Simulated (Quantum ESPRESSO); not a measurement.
# InSb3 (Fm-3m) in Quantum ESPRESSO: settings compared, part 2 of 2

Quantum ESPRESSO 7.5. Earlier steps stand in the parts before.

## 3. Band structure, r2SCAN

The input, pw.in:

```
&CONTROL
  calculation = 'scf'
  prefix = 'pwscf'
  outdir = './tmp'
  pseudo_dir = './pseudo'
  tprnfor = .true.
  tstress = .true.
  disk_io = 'low'
/
&SYSTEM
  ibrav = 0
  nat = 4
  ntyp = 2
  ecutwfc = 70
  nbnd = 39
  input_dft = 'r2scan'
  occupations = 'smearing'
  smearing = 'fd'
  degauss = 0.00367493
  nosym = .true.
/
&ELECTRONS
  conv_thr = 1d-08
  electron_maxstep = 120
  mixing_beta = 0.5
/
ATOMIC_SPECIES
Sb   121.7600 Sb_ONCV_PBE-1.2.upf
In   114.8180 In_ONCV_PBE-1.2.upf
CELL_PARAMETERS angstrom
   0.0000000000    3.7945550000    3.7945550000
   3.7945550000    0.0000000000    3.7945550000
   3.7945550000    3.7945550000    0.0000000000
ATOMIC_POSITIONS crystal
Sb     0.5000000000    0.5000000000    0.5000000000
Sb     0.7500000000    0.7500000000    0.7500000000
Sb     0.2500000000    0.2500000000    0.2500000000
In     0.0000000000    0.0000000000    0.0000000000
K_POINTS automatic
4 4 4 0 0 0
```

The input, bands.in:

```
&CONTROL
  calculation = 'bands'
  prefix = 'pwscf'
  outdir = './tmp'
  pseudo_dir = './pseudo'
  disk_io = 'low'
  verbosity = 'high'
/
&SYSTEM
  ibrav = 0
  nat = 4
  ntyp = 2
  ecutwfc = 70
  nbnd = 39
  input_dft = 'r2scan'
  occupations = 'smearing'
  smearing = 'fd'
  degauss = 0.00367493
  nosym = .true.
/
&ELECTRONS
  conv_thr = 1d-08
  electron_maxstep = 120
  mixing_beta = 0.5
  diago_full_acc = .true.
  startingwfc = 'random'
/
ATOMIC_SPECIES
Sb   121.7600 Sb_ONCV_PBE-1.2.upf
In   114.8180 In_ONCV_PBE-1.2.upf
CELL_PARAMETERS angstrom
   0.0000000000    3.7945550000    3.7945550000
   3.7945550000    0.0000000000    3.7945550000
   3.7945550000    3.7945550000    0.0000000000
ATOMIC_POSITIONS crystal
Sb     0.5000000000    0.5000000000    0.5000000000
Sb     0.7500000000    0.7500000000    0.7500000000
Sb     0.2500000000    0.2500000000    0.2500000000
In     0.0000000000    0.0000000000    0.0000000000
K_POINTS crystal
60
 0.0000000000  0.0000000000  0.0000000000 1
 0.0625000000  0.0000000000  0.0625000000 1
 0.1250000000  0.0000000000  0.1250000000 1
 0.1875000000  0.0000000000  0.1875000000 1
 0.2500000000  0.0000000000  0.2500000000 1
 0.3125000000  0.0000000000  0.3125000000 1
 0.3750000000  0.0000000000  0.3750000000 1
 0.4375000000  0.0000000000  0.4375000000 1
 0.5000000000  0.0000000000  0.5000000000 1
 0.5000000000  0.0625000000  0.5625000000 1
 0.5000000000  0.1250000000  0.6250000000 1
 0.5000000000  0.1875000000  0.6875000000 1
 0.5000000000  0.2500000000  0.7500000000 1
 0.4375000000  0.3125000000  0.7500000000 1
 0.3750000000  0.3750000000  0.7500000000 1
 0.3375000000  0.3375000000  0.6750000000 1
 0.3000000000  0.3000000000  0.6000000000 1
 0.2625000000  0.2625000000  0.5250000000 1
 0.2250000000  0.2250000000  0.4500000000 1
 0.1875000000  0.1875000000  0.3750000000 1
 0.1500000000  0.1500000000  0.3000000000 1
 0.1125000000  0.1125000000  0.2250000000 1
 0.0750000000  0.0750000000  0.1500000000 1
 0.0375000000  0.0375000000  0.0750000000 1
 0.0000000000  0.0000000000  0.0000000000 1
 0.0625000000  0.0625000000  0.0625000000 1
 0.1250000000  0.1250000000  0.1250000000 1
 0.1875000000  0.1875000000  0.1875000000 1
 0.2500000000  0.2500000000  0.2500000000 1
 0.3125000000  0.3125000000  0.3125000000 1
 0.3750000000  0.3750000000  0.3750000000 1
 0.4375000000  0.4375000000  0.4375000000 1
 0.5000000000  0.5000000000  0.5000000000 1
 0.5250000000  0.4500000000  0.5250000000 1
 0.5500000000  0.4000000000  0.5500000000 1
 0.5750000000  0.3500000000  0.5750000000 1
 0.6000000000  0.3000000000  0.6000000000 1
 0.6250000000  0.2500000000  0.6250000000 1
 0.5833333333  0.2500000000  0.6666666667 1
 0.5416666667  0.2500000000  0.7083333333 1
 0.5000000000  0.2500000000  0.7500000000 1
 0.5000000000  0.2857142857  0.7142857143 1
 0.5000000000  0.3214285714  0.6785714286 1
 0.5000000000  0.3571428571  0.6428571429 1
 0.5000000000  0.3928571429  0.6071428571 1
 0.5000000000  0.4285714286  0.5714285714 1
 0.5000000000  0.4642857143  0.5357142857 1
 0.5000000000  0.5000000000  0.5000000000 1
 0.4821428571  0.4821428571  0.5357142857 1
 0.4642857143  0.4642857143  0.5714285714 1
 0.4464285714  0.4464285714  0.6071428571 1
 0.4285714286  0.4285714286  0.6428571429 1
 0.4107142857  0.4107142857  0.6785714286 1
 0.3928571429  0.3928571429  0.7142857143 1
 0.3750000000  0.3750000000  0.7500000000 1
 0.6250000000  0.2500000000  0.6250000000 1
 0.5937500000  0.1875000000  0.5937500000 1
 0.5625000000  0.1250000000  0.5625000000 1
 0.5312500000  0.0625000000  0.5312500000 1
 0.5000000000  0.0000000000  0.5000000000 1
```

Potentials or basis: SG15 PBE 1.2.

Started as:

```sh
OMP_NUM_THREADS=1 mpirun -n 2 pw.x -nk 2 -in pw.in > pw.out
OMP_NUM_THREADS=1 mpirun -n 2 pw.x -nk 2 -in bands.in > bands.out
```

Wall time 14 min (2 MPI ranks of Arm Neoverse V2, shared host); peak memory 0.44 GiB.

Results (log left out):

```yaml
Free_energy: -7140.6091 eV
Pressure: -2.9 GPa
Band_gap_on_the_k_mesh: none (metal or under the smearing width)
```

Levels at the corners of the path, in eV from the Fermi level:
```csv
point,band 27,band 28,band 29,band 30,band 31,band 32
Γ,-2.48,-2.47,-2.47,-2.47,-0.68,-0.68
X,0.27,0.85,0.85,1.18,1.63,1.82
W,-2.58,-2.23,1.11,1.30,2.01,2.01
K,-1.66,-0.83,0.03,1.03,1.21,2.48
Γ,-2.48,-2.47,-2.47,-2.47,-0.68,-0.68
L,-2.63,-2.63,-0.35,-0.29,2.05,2.05
U,-1.66,-0.83,0.03,1.03,1.21,2.48
W,-2.58,-2.23,1.11,1.30,2.01,2.01
L,-2.63,-2.63,-0.35,-0.29,2.05,2.05
K,-1.66,-0.83,0.03,1.03,1.21,2.48
U,-1.66,-0.83,0.03,1.03,1.21,2.48
X,0.27,0.85,0.85,1.18,1.63,1.82
```

Caveat: the k mesh is coarse; the potentials were made for another functional, which shifts forces and pressure; some levels on the path didn't converge; spin-orbit coupling is left out, which moves the levels of the heavy elements.

## 4. Single point, r2SCAN, 25.68 Å³/atom

pw.in, as its differences from that of step 3:

```diff
@@ -5,5 +5,4 @@
   pseudo_dir = './pseudo'
-  tprnfor = .true.
   tstress = .true.
-  disk_io = 'low'
+  disk_io = 'nowf'
 /
@@ -20,2 +19,5 @@
   nosym = .true.
+  nr1 = 60
+  nr2 = 60
+  nr3 = 60
 /
@@ -30,5 +32,5 @@
 CELL_PARAMETERS angstrom
-   0.0000000000    3.7945550000    3.7945550000
-   3.7945550000    0.0000000000    3.7945550000
-   3.7945550000    3.7945550000    0.0000000000
+   0.0000000000    3.7170933668    3.7170933668
+   3.7170933668    0.0000000000    3.7170933668
+   3.7170933668    3.7170933668    0.0000000000
 ATOMIC_POSITIONS crystal
@@ -39,2 +41,2 @@
 K_POINTS automatic
-4 4 4 0 0 0
+3 3 3 0 0 0
```

Started as:

```sh
OMP_NUM_THREADS=1 mpirun -n 2 pw.x -nk 2 -in pw.in > pw.out
```

It took 1.9 min on 2 MPI ranks of Arm Neoverse V2, shared host; peak memory 0.36 GiB.

Results (log left out):

```
Free energy            : -7140.8501 eV
Pressure               : 3.8 GPa
Band gap on the k mesh : none (metal or under the smearing width)
```

Caveat: the k mesh is coarse (spacing up to 0.49 Å⁻¹), so the values aren't converged; the potentials were made for another functional, which shifts forces and pressure.

## 5. Single point, r2SCAN, 26.23 Å³/atom

pw.in, as its differences from that of step 4:

```diff
@@ -32,5 +32,5 @@
 CELL_PARAMETERS angstrom
-   0.0000000000    3.7170933668    3.7170933668
-   3.7170933668    0.0000000000    3.7170933668
-   3.7170933668    3.7170933668    0.0000000000
+   0.0000000000    3.7432709431    3.7432709431
+   3.7432709431    0.0000000000    3.7432709431
+   3.7432709431    3.7432709431    0.0000000000
 ATOMIC_POSITIONS crystal
```

Started as:

```sh
OMP_NUM_THREADS=1 mpirun -n 2 pw.x -nk 2 -in pw.in > pw.out
```

It took 1.9 min on 2 MPI ranks of Arm Neoverse V2, shared host; peak memory 0.36 GiB.

It converged, with:

```yaml
Free_energy: -7140.8918 eV
Pressure: 2.2 GPa
Band_gap_on_the_k_mesh: none (metal or under the smearing width)
```

Caveat: the k mesh is coarse (spacing up to 0.48 Å⁻¹), so the values aren't converged; the potentials were made for another functional, which shifts forces and pressure.

## 6. Single point, r2SCAN, 26.77 Å³/atom

pw.in, as its differences from that of step 5:

```diff
@@ -32,5 +32,5 @@
 CELL_PARAMETERS angstrom
-   0.0000000000    3.7432709431    3.7432709431
-   3.7432709431    0.0000000000    3.7432709431
-   3.7432709431    3.7432709431    0.0000000000
+   0.0000000000    3.7690874206    3.7690874206
+   3.7690874206    0.0000000000    3.7690874206
+   3.7690874206    3.7690874206    0.0000000000
 ATOMIC_POSITIONS crystal
```

Potentials or basis: SG15 PBE 1.2.

Started as:

```sh
OMP_NUM_THREADS=1 mpirun -n 2 pw.x -nk 2 -in pw.in > pw.out
```

It took 2 min on 2 MPI ranks of Arm Neoverse V2, shared host; peak memory 0.38 GiB.

The run converged. Its results:

```yaml
Free_energy: -7140.9140 eV
Pressure: 0.9 GPa
Band_gap_on_the_k_mesh: none (metal or under the smearing width)
```

Caveat: the k mesh is coarse (spacing up to 0.48 Å⁻¹), so the values aren't converged; the potentials were made for another functional, which shifts forces and pressure.

## 7. Single point, r2SCAN, 27.32 Å³/atom

pw.in, as its differences from that of step 6:

```diff
@@ -32,5 +32,5 @@
 CELL_PARAMETERS angstrom
-   0.0000000000    3.7690874206    3.7690874206
-   3.7690874206    0.0000000000    3.7690874206
-   3.7690874206    3.7690874206    0.0000000000
+   0.0000000000    3.7945550000    3.7945550000
+   3.7945550000    0.0000000000    3.7945550000
+   3.7945550000    3.7945550000    0.0000000000
 ATOMIC_POSITIONS crystal
```

Started as:

```sh
OMP_NUM_THREADS=1 mpirun -n 2 pw.x -nk 2 -in pw.in > pw.out
```

Wall time 1.8 min (2 MPI ranks of Arm Neoverse V2, shared host); peak memory 0.38 GiB.

Results (log left out):

| Item | Value |
| --- | --- |
| Free energy | -7140.9188 eV |
| Pressure | -0.3 GPa |
| Band gap on the k mesh | none (metal or under the smearing width) |

Caveat: the k mesh is coarse (spacing up to 0.48 Å⁻¹), so the values aren't converged; the potentials were made for another functional, which shifts forces and pressure.

## 8. Single point, r2SCAN, 27.86 Å³/atom

pw.in, as its differences from that of step 7:

```diff
@@ -32,5 +32,5 @@
 CELL_PARAMETERS angstrom
-   0.0000000000    3.7945550000    3.7945550000
-   3.7945550000    0.0000000000    3.7945550000
-   3.7945550000    3.7945550000    0.0000000000
+   0.0000000000    3.8196852357    3.8196852357
+   3.8196852357    0.0000000000    3.8196852357
+   3.8196852357    3.8196852357    0.0000000000
 ATOMIC_POSITIONS crystal
```

Started as:

```sh
OMP_NUM_THREADS=1 mpirun -n 2 pw.x -nk 2 -in pw.in > pw.out
```

It took 2 min on 2 MPI ranks of Arm Neoverse V2, shared host; peak memory 0.38 GiB.

Results (log left out):

```
Free energy            : -7140.9081 eV
Pressure               : -1.4 GPa
Band gap on the k mesh : none (metal or under the smearing width)
```

Caveat: the k mesh is coarse (spacing up to 0.47 Å⁻¹), so the values aren't converged; the potentials were made for another functional, which shifts forces and pressure.

## 9. Single point, r2SCAN, 28.41 Å³/atom

pw.in, as its differences from that of step 8:

```diff
@@ -32,5 +32,5 @@
 CELL_PARAMETERS angstrom
-   0.0000000000    3.8196852357    3.8196852357
-   3.8196852357    0.0000000000    3.8196852357
-   3.8196852357    3.8196852357    0.0000000000
+   0.0000000000    3.8444890816    3.8444890816
+   3.8444890816    0.0000000000    3.8444890816
+   3.8444890816    3.8444890816    0.0000000000
 ATOMIC_POSITIONS crystal
```

Potentials or basis: SG15 PBE 1.2.

Started as:

```sh
OMP_NUM_THREADS=1 mpirun -n 2 pw.x -nk 2 -in pw.in > pw.out
```

Wall time 2.2 min (2 MPI ranks of Arm Neoverse V2, shared host); peak memory 0.38 GiB.

Results (log left out):

- Free energy: -7140.8835 eV
- Pressure: -2.3 GPa
- Band gap on the k mesh: none (metal or under the smearing width)

Caveat: the k mesh is coarse (spacing up to 0.47 Å⁻¹), so the values aren't converged; the potentials were made for another functional, which shifts forces and pressure.

## 10. Single point, r2SCAN, 28.96 Å³/atom

pw.in, as its differences from that of step 9:

```diff
@@ -32,5 +32,5 @@
 CELL_PARAMETERS angstrom
-   0.0000000000    3.8444890816    3.8444890816
-   3.8444890816    0.0000000000    3.8444890816
-   3.8444890816    3.8444890816    0.0000000000
+   0.0000000000    3.8689769334    3.8689769334
+   3.8689769334    0.0000000000    3.8689769334
+   3.8689769334    3.8689769334    0.0000000000
 ATOMIC_POSITIONS crystal
```

Started as:

```sh
OMP_NUM_THREADS=1 mpirun -n 2 pw.x -nk 2 -in pw.in > pw.out
```

Wall time 2.1 min (2 MPI ranks of Arm Neoverse V2, shared host); peak memory 0.38 GiB.

It converged, with:

```
Free energy            : -7140.8467 eV
Pressure               : -3.2 GPa
Band gap on the k mesh : none (metal or under the smearing width)
```

Caveat: the k mesh is coarse (spacing up to 0.47 Å⁻¹), so the values aren't converged; the potentials were made for another functional, which shifts forces and pressure.

## 11. Equation of state, r2SCAN

This step only gathers the single runs of the series.

Results:

- Equilibrium volume: 27.20 Å³/atom
- Bulk modulus: 58 GPa
- Pressure derivative of the bulk modulus: 4.8

Energy against volume, from the lowest point:
| volume (Å³/atom) | energy (meV/atom) |
| --- | --- |
| 25.679 | 17.17 |
| 26.226 | 6.74 |
| 26.772 | 1.19 |
| 27.318 | 0.00 |
| 27.865 | 2.68 |
| 28.411 | 8.83 |
| 28.957 | 18.01 |

Caveat: the k mesh is coarse (spacing up to 0.48 Å⁻¹), so the values aren't converged; the potentials were made for another functional, which shifts forces and pressure.

## 12. Overview

| task | level | potentials or basis | k mesh | cutoff (eV) | form of the LDA correlation | SCF threshold | symmetry | mesh quality | gap on the mesh (eV) | pressure (GPa) |
| --- | --- | --- | --- | --- | --- | --- | --- | --- | --- | --- |
| band structure | LDA | GBRV 1.5 LDA | 6 × 6 × 6 | 762 | PZ81 | 8e-10 Ry | - | not flagged | none | -4.2 |
| band structure | r2SCAN | SG15 PBE 1.2 | 4 × 4 × 4 | 952 | - | 1e-08 Ry | off | coarse | none | -2.9 |
| equation of state | r2SCAN | SG15 PBE 1.2 | 3 × 3 × 3 | 952 | - | 1e-08 Ry | off | coarse | - | - |

Alike in all rows: no spin polarisation; cell as given; smearing fermi-dirac 0.05 eV.

Caveats: some runs use coarse meshes; spin-orbit coupling is left out, which moves the levels of the heavy elements (some runs); the potentials were made for another functional, which shifts forces and pressure (some runs); some levels on the path didn't converge (some runs).

Total energies depend on the potentials used, so only differences within one code and one set of settings carry meaning.
